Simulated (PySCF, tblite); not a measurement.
# C5H9BO2S: geometry, infrared bands and NMR shifts

Wanted: the infrared bands and NMR shifts of C5H9BO2S (`CC(C)OB(O)C=C=S`), by calculation.

Computed with tblite 0.8.0 and PySCF 2.14.0, with density-fitted response routines of our own, on a single molecule in the gas phase. Atoms count from 0, in the outputs and in this text.

**1. The starting structure**

18 atoms, charge 0, multiplicity 1; geometry from: force field or distance geometry start.

Bonds of the start (Å): C0–C1 1.47, C1–C2 1.53, C1–O3 1.41, O3–B4 1.48, B4–O5 1.48, B4–C6 1.58, C6–C7 1.31, C7–S8 1.64, C0–H9 1.09, C0–H10 1.14, C0–H11 1.13, C1–H12 1.11, C2–H13 1.10, C2–H14 1.11, C2–H15 1.11, O5–H16 1.01, C6–H17 1.09.

**2. Relaxing the molecule with GFN2-xTB**

What the job is given:

```
{"job": {"kind": "relax", "xc": "GFN2-xTB", "basis": "xTB"}, "charge": 0, "multiplicity": 1}
C     -2.167100     0.566200    -1.303900
C     -1.110500    -0.078300    -0.511900
C     -1.591600    -0.892400     0.693900
O     -0.153700     0.816300     0.023000
B      1.154200     0.313500    -0.450500
O      1.351400    -1.142500    -0.282000
C      2.475300     1.145200    -0.201100
C      3.650800     0.569800    -0.225900
S      5.108100    -0.172800    -0.292400
H     -2.131900     1.654000    -1.359400
H     -3.190300     0.238400    -0.935100
H     -2.071100     0.180000    -2.356600
H     -0.485300    -0.805500    -1.073800
H     -2.563500    -0.463600     0.971000
H     -1.666600    -1.948100     0.350000
H     -0.868600    -0.757800     1.520900
H      1.824600    -1.425300    -1.122900
H      2.427000     2.209200     0.015400
```

Command:

```bash
> OMP_NUM_THREADS=1 python probes_run.py task.json out
```

One launch serves the whole session: the jobs run in the order shown.

**Question.** This job is followed by: GFN2-xTB harmonic vibrations, gas phase; GIAO PBE0/pcSseg-1 NMR shielding, non-relativistic, gas phase. What will the session give for the following? strongest single infrared mode (GFN2-xTB); zero-point energy (GFN2-xTB); 13C shifts against TMS (PBE0/pcSseg-1, means over atoms taken as alike); 1H shifts against TMS (PBE0/pcSseg-1, means over atoms taken as alike); 17O shifts against H2O (PBE0/pcSseg-1); 11B shifts against BF3·OEt2 (PBE0/pcSseg-1); 33S shifts against CS2 (PBE0/pcSseg-1).

**Answer**, as computed:

| quantity | value |
| --- | --- |
| strongest single infrared mode (GFN2-xTB) | 1887 cm⁻¹, 880 km/mol |
| zero-point energy (GFN2-xTB) | 85.3 kcal/mol |
| 13C shifts against TMS (PBE0/pcSseg-1, means over atoms taken as alike) | 253.8, 69.9, 51.8, 26.4 ppm |
| 1H shifts against TMS (PBE0/pcSseg-1, means over atoms taken as alike) | 4.88, 4.55, 4.07, 1.26 ppm |
| 17O shifts against H2O (PBE0/pcSseg-1) | 164.8, 116.8 ppm |
| 11B shifts against BF3·OEt2 (PBE0/pcSseg-1) | 26.7 ppm |
| 33S shifts against CS2 (PBE0/pcSseg-1) | 241 ppm |

In words: The optimisation took 87 steps and gained 2.216 eV; among the close pairs (by a distance rule), O3–B4 changed most, from 1.479 to 1.341 Å. All 48 modes are real, so the xTB geometry is a minimum. The strongest single mode, at 1887 cm⁻¹, moves mainly C7. Unscaled tight-binding wavenumbers are off by several per cent, some by more. Its intensities can rank the bands wrongly. H12 (hydrogen on an sp3 CH bonded to O) lies farthest downfield among hydrogen, at 4.88 ppm; its carbon carries O, an electronegative neighbour. At PBE0/pcSseg-1: Shielding is most anisotropic at S8 (span 470 ppm, paramagnetic term -795 ppm).
